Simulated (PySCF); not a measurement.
# C7H5N: excited-state relaxation

What do calculations give for the excited-state relaxation of C7H5N (`N#Cc1ccccc1`)?

Programs: PySCF 2.14.0, with routines of our own; each step states its level. All values are computed. Atoms count from 0.

## (1) The system as given

13 atoms, charge 0, multiplicity 1; geometry from: GFN2-xTB.

## (2) Relaxing the molecule at B3LYP/def2-SVP

What the job is given:

```
{"job": {"xc": "B3LYP", "basis": "def2-SVP", "grid": 1, "kind": "geom"}, "charge": 0, "multiplicity": 1}
N      3.560143     0.626991     0.034732
C      2.430993     0.429019     0.024011
C      1.038044     0.183621     0.009784
C      0.143093     1.249965     0.100803
C     -1.216135     1.002352     0.085713
C     -1.686559    -0.297390    -0.020972
C     -0.797412    -1.357332    -0.110558
C      0.564424    -1.124549    -0.093950
H      0.520648     2.258611     0.181819
H     -1.911349     1.825464     0.158309
H     -2.749704    -0.484974    -0.034228
H     -1.166963    -2.368665    -0.192626
H      1.266388    -1.942627    -0.160566
```

Launch:

```sh
$ OMP_NUM_THREADS=1 python excited_run.py task.json out
```

One launch serves the whole session: the jobs run in the order shown.

What it wrote:

```text
step   0  E = -324.25408584  max force = 0.036731
step   1  E = -324.25648070  max force = 0.001675
step   2  E = -324.25649057  max force = 0.000351
optimisation converged
```

Run time: 14 s. Hardware: 1 thread of Arm Neoverse V2, shared host; peak memory 0.58 GiB.

Along the way:

```csv
step,energy from step 0 (eV),largest force component (eV/Å)
0,0.0000,1.8888
1,-0.0652,0.0861
2,-0.0654,0.0180
```

Close pairs (by a distance rule), those that changed most:

```csv
bond,before (Å),after (Å),change (Å)
C1–C2,1.414,1.437,+0.023
N0–C1,1.146,1.161,+0.015
C5–H10,1.080,1.093,+0.013
C3–C4,1.382,1.395,+0.013
C2–C3,1.395,1.408,+0.013
C6–C7,1.382,1.395,+0.013
C2–C7,1.395,1.408,+0.013
C6–H11,1.080,1.093,+0.013
```

The next job starts from the end point, and lists it.

```csv
at the end point,value
point group (found at 0.08 Å tolerance),C2v
"rotational constants (GHz, main isotopes)","5.630, 1.536, 1.207"
dipole moment (D),4.41
```

## (3) Excited-state relaxation: TDA B3LYP/def2-SVP

What the job is given:

```
{"job": {"kind": "xopt", "state": "S1", "method": "TDA", "freq": false, "xc": "B3LYP", "basis": "def2-SVP", "grid": 1}, "charge": 0, "multiplicity": 1}
N      3.588796     0.693890    -0.035836
C      2.445341     0.492475    -0.048968
C      1.030105     0.242390    -0.065733
C      0.124861     1.317436     0.022592
C     -1.247723     1.070036     0.006158
C     -1.724984    -0.240948    -0.097384
C     -0.827721    -1.310715    -0.185349
C      0.547075    -1.076234    -0.169932
H      0.505402     2.337509     0.103753
H     -1.948746     1.905183     0.075139
H     -2.801267    -0.429943    -0.109716
H     -1.200933    -2.334319    -0.266724
H      1.253839    -1.905499    -0.238344
```

Level: TDA B3LYP/def2-SVP excited-state geometry optimisation, gas phase.

What it wrote:

```text
final grid: 53744 points
cycle   1  E = -324.1998383818  dE =  1.155e+00  |g| = 4.640e-01  |ddm| = 4.954e+00
cycle   2  E = -324.0091034363  dE =  1.907e-01  |g| = 1.031e+00  |ddm| = 1.401e+00
cycle   3  E = -324.2512111893  dE = -2.421e-01  |g| = 1.394e-01  |ddm| = 8.782e-01
cycle   4  E = -324.2561118935  dE = -4.901e-03  |g| = 3.810e-02  |ddm| = 1.996e-01
cycle   5  E = -324.2564534767  dE = -3.416e-04  |g| = 1.155e-02  |ddm| = 6.408e-02
cycle   6  E = -324.2564892224  dE = -3.575e-05  |g| = 2.334e-03  |ddm| = 1.564e-02
cycle   7  E = -324.2564904352  dE = -1.213e-06  |g| = 7.278e-04  |ddm| = 3.177e-03
cycle   8  E = -324.2564905617  dE = -1.265e-07  |g| = 1.664e-04  |ddm| = 9.007e-04
cycle   9  E = -324.2564905675  dE = -5.787e-09  |g| = 1.066e-04  |ddm| = 3.275e-04
cycle  10  E = -324.2564905706  dE = -3.122e-09  |g| = 1.317e-05  |ddm| = 1.164e-04
cycle  11  E = -324.2564905706  dE = -1.455e-11  |g| = 1.198e-05  |ddm| = 2.245e-05
converged SCF energy = -324.2564905706

vertical S1 at the ground-state geometry: 5.1532 eV
step    E(state)/Eh    max force   excitation/eV  root
  0    -324.06590813   0.080422     5.1159      1
  1    -324.07207870   0.005185     4.8883      1
  2    -324.07219318   0.002297     4.8754      1
  3    -324.07220731   0.001669     4.8709      1
  4    -324.07221944   0.001033     4.8712      1
  5    -324.07222517   0.000536     4.8752      1
  6    -324.07222861   0.000158     4.8732      1
optimisation converged
vertical emission 4.8732 eV, adiabatic 5.0140 eV, Stokes shift 0.2800 eV, reorganisation 0.1392 (excited) and 0.1408 eV (ground)
in 1,4-dioxane: absorption 5.1370 eV (f = 0.0122, root 1), emission 4.8536 eV (f = 0.0159, root 1)
in dichloromethane: absorption 5.1254 eV (f = 0.0170, root 1), emission 4.8223 eV (f = 0.0327, root 1)
```

Run time: 95 s. Hardware: 1 thread of Arm Neoverse V2, shared host; peak memory 0.9 GiB.

From this job:

```csv
quantity,value
"vertical absorption, S1",5.15 eV
"adiabatic energy, S1",5.01 eV
"vertical emission, S1",4.87 eV
"Stokes shift, S1",0.28 eV
"geometry moved (RMSD), S1",0.028 Å
```

Bonds of the start that changed most:

```csv
bond,start (Å),end (Å)
C6–C7,1.395,1.429
C3–C4,1.395,1.429
C2–C3,1.408,1.440
C7–C2,1.408,1.440
C1–C2,1.437,1.409
C4–C5,1.399,1.418
```

The fields below are evaluated on a grid from the run's orbitals.

Frontier orbitals at B3LYP/def2-SVP, with the share of their density that lies nearest to each atom:

```csv
orbital,energy (eV),lies on
HOMO,-7.48,"C2, C5 about 22 % each; N0 20 %; C3, C7 about 8 % each"
LUMO,-1.66,"C2, C5 about 19 % each; N0 14 %; C3, C7 about 10 % each"
```

ELF in a plane through or near 13 of the atoms.

Ten even steps from ' ' (0.00) to '@' (1.00):
```
                                                        
                                                        
                                                        
                    ==%%##..    ++%%##..                
                  --@@@@@@**  ..@@@@@@%%..              
                  ..@@@@@@##..--@@@@@@%%..              
        ....::..    ==@@%%==##****@@%%::                
      ::==++======    ==::--%%====++--                  
    ..**%%%%**##**++--**##==##++**%%====##%%--          
    --%%@@++--**..**%%..++==  ..**----@@@@@@%%          
    --%%@@++--##==++##==++==  ..**==::@@@@@@%%          
    ..**%%%%**##**++--****--##++++%%====####--          
      ::==++======    ==::++@@==++++::                  
          ..::..    --%%%%==##++##@@%%::                
                  ..@@@@@@##..--@@@@@@%%..              
                  --@@@@@@**  ..@@@@@@%%..              
                    ==%%##..    ++%%##::                
                                                        
                                                        
                                                        
```
The map spans 12.6 Å across and 9.6 Å up, centred on the molecule. Atoms in the plane (x, y in Å): N0 (-3.7, 0.0), C1 (-2.5, 0.0), C2 (-1.1, 0.0), C3 (-0.4, 1.2), C4 (1.1, 1.2), C5 (1.8, 0.0), C6 (1.1, -1.2), C7 (-0.4, -1.2), H8 (-0.9, 2.2), H9 (1.6, 2.2), H10 (2.9, 0.0), H11 (1.6, -2.2), H12 (-0.9, -2.2).

log10 of the density (e/Å³) in the same plane.

Ten even steps from '0' (-4.0) to '9' (1.3):
```
0000000000000000000000000000
0000000000000000000000000000
0000000001222211222100000000
0000000012344333443210000000
0000000123566545665431000000
0000112224577656776531000000
0002334444578777876532100000
0023455555568988976543210000
0135667666678777877654320000
0135789888797766798775421000
0235789898797766798775421000
0135667666678777877654320000
0023455555568988976543210000
0002334444578777876532100000
0000012234577656776531000000
0000000123566544665431000000
0000000012344333443310000000
0000000001222211222100000000
0000000000000000000000000000
0000000000000000000000000000
```
The map spans 12.6 Å across and 9.6 Å up, centred on the molecule. Atoms in the plane (x, y in Å): N0 (-3.7, 0.0), C1 (-2.5, 0.0), C2 (-1.1, 0.0), C3 (-0.4, 1.2), C4 (1.1, 1.2), C5 (1.8, 0.0), C6 (1.1, -1.2), C7 (-0.4, -1.2), H8 (-0.9, 2.2), H9 (1.6, 2.2), H10 (2.9, 0.0), H11 (1.6, -2.2), H12 (-0.9, -2.2).

On the surface of density 0.002 e/bohr³ the electrostatic potential runs, from the 1st to the 99th percentile, from -1.79 V near N0 to 1.16 V near H10.

## (4) Excited-state relaxation: UKS B3LYP/def2-SVP

The job, as its differences from that of step 3:

```diff
@@ -1,2 +1,2 @@
-{"job": {"kind": "xopt", "state": "S1", "method": "TDA", "freq": false, "xc": "B3LYP", "basis": "def2-SVP", "grid": 1}, "charge": 0, "multiplicity": 1}
+{"job": {"kind": "xopt", "state": "T1", "method": "UKS", "freq": false, "xc": "B3LYP", "basis": "def2-SVP", "grid": 1}, "charge": 0, "multiplicity": 1}
 N      3.588796     0.693890    -0.035836
```

Level: UKS B3LYP/def2-SVP excited-state geometry optimisation, gas phase.

What it wrote:

```text
final grid: 53744 points
cycle   1  E = -324.1998383818  dE =  1.155e+00  |g| = 4.640e-01  |ddm| = 4.954e+00
cycle   2  E = -324.0091034363  dE =  1.907e-01  |g| = 1.031e+00  |ddm| = 1.401e+00
cycle   3  E = -324.2512111893  dE = -2.421e-01  |g| = 1.394e-01  |ddm| = 8.782e-01
cycle   4  E = -324.2561118935  dE = -4.901e-03  |g| = 3.810e-02  |ddm| = 1.996e-01
cycle   5  E = -324.2564534767  dE = -3.416e-04  |g| = 1.155e-02  |ddm| = 6.408e-02
cycle   6  E = -324.2564892224  dE = -3.575e-05  |g| = 2.334e-03  |ddm| = 1.564e-02
cycle   7  E = -324.2564904352  dE = -1.213e-06  |g| = 7.278e-04  |ddm| = 3.177e-03
cycle   8  E = -324.2564905617  dE = -1.265e-07  |g| = 1.664e-04  |ddm| = 9.007e-04
cycle   9  E = -324.2564905675  dE = -5.787e-09  |g| = 1.066e-04  |ddm| = 3.275e-04
cycle  10  E = -324.2564905706  dE = -3.122e-09  |g| = 1.317e-05  |ddm| = 1.164e-04
cycle  11  E = -324.2564905706  dE = -1.455e-11  |g| = 1.198e-05  |ddm| = 2.245e-05
converged SCF energy = -324.2564905706

vertical T1 at the ground-state geometry: 3.8807 eV
step    E(state)/Eh    max force   <S^2>
  0    -324.10757650   0.113896    2.0159
  1    -324.13011809   0.012637    2.0220
  2    -324.13223785   0.008873    2.0229
  3    -324.13256895   0.007030    2.0237
  4    -324.13298581   0.005706    2.0234
  5    -324.13314710   0.002072    2.0232
  6    -324.13322119   0.000743    2.0233
  7    -324.13322903   0.000363    2.0232
optimisation converged
vertical emission 2.8330 eV, adiabatic 3.3541 eV, Stokes shift 1.0477 eV, reorganisation 0.5266 (excited) and 0.5211 eV (ground)
```

It took 81 s on 1 thread of Arm Neoverse V2, shared host; peak memory 0.68 GiB.

In short:

```csv
quantity,value
"vertical gap at the ground-state geometry, T1",3.88 eV
"adiabatic energy, T1",3.35 eV
"vertical gap at the relaxed geometry, T1",2.83 eV
"difference of the two gaps, T1",1.05 eV
"geometry moved (RMSD), T1",0.047 Å
```

Bonds of the start that changed most:

```csv
bond,start (Å),end (Å)
C2–C3,1.408,1.494
C7–C2,1.408,1.491
C1–C2,1.437,1.379
C5–C6,1.399,1.452
C4–C5,1.399,1.450
C6–C7,1.395,1.353
```

## (5) Outcome

| quantity | value |
| --- | --- |
| point group | C2v |
| rotational constants (main isotopes) | 5.63, 1.54, 1.21 GHz |
| vertical absorption, S1 (step 3, TDA B3LYP/def2-SVP) | 5.15 eV |
| adiabatic energy, S1 (step 3, TDA B3LYP/def2-SVP) | 5.01 eV |
| vertical emission, S1 (step 3, TDA B3LYP/def2-SVP) | 4.87 eV |
| Stokes shift, S1 (step 3, TDA B3LYP/def2-SVP) | 0.28 eV |
| surface potential, 1st and 99th percentile | -1.79 V and 1.16 V |
| vertical gap at the ground-state geometry, T1 (step 4, UKS B3LYP/def2-SVP) | 3.88 eV |
| adiabatic energy, T1 (step 4, UKS B3LYP/def2-SVP) | 3.35 eV |
| vertical gap at the relaxed geometry, T1 (step 4, UKS B3LYP/def2-SVP) | 2.83 eV |
| difference of the two gaps, T1 (step 4, UKS B3LYP/def2-SVP) | 1.05 eV |

What this shows: Relaxing lowered the energy by 0.065 eV in 2 steps; the close pair that moved most is C1–C2, from 1.414 to 1.437 Å. Where no frequencies were run, the relaxed excited state may be a saddle. In step 3 (excited-state relaxation), among the bonds C6–C7 changes most, from 1.395 to 1.429 Å. By nearest atom (B3LYP/def2-SVP), the HOMO sits on C2, C5 about 22 % each; N0 20 % and the LUMO on C2, C5 about 19 % each; N0 14 %. In step 4 (excited-state relaxation), among the bonds C2–C3 changes most, from 1.408 to 1.494 Å. ΔSCF (UKS) and response values aren't on one footing and may follow different states, so their differences aren't method errors alone, and singlets and triplets from the two don't rank.
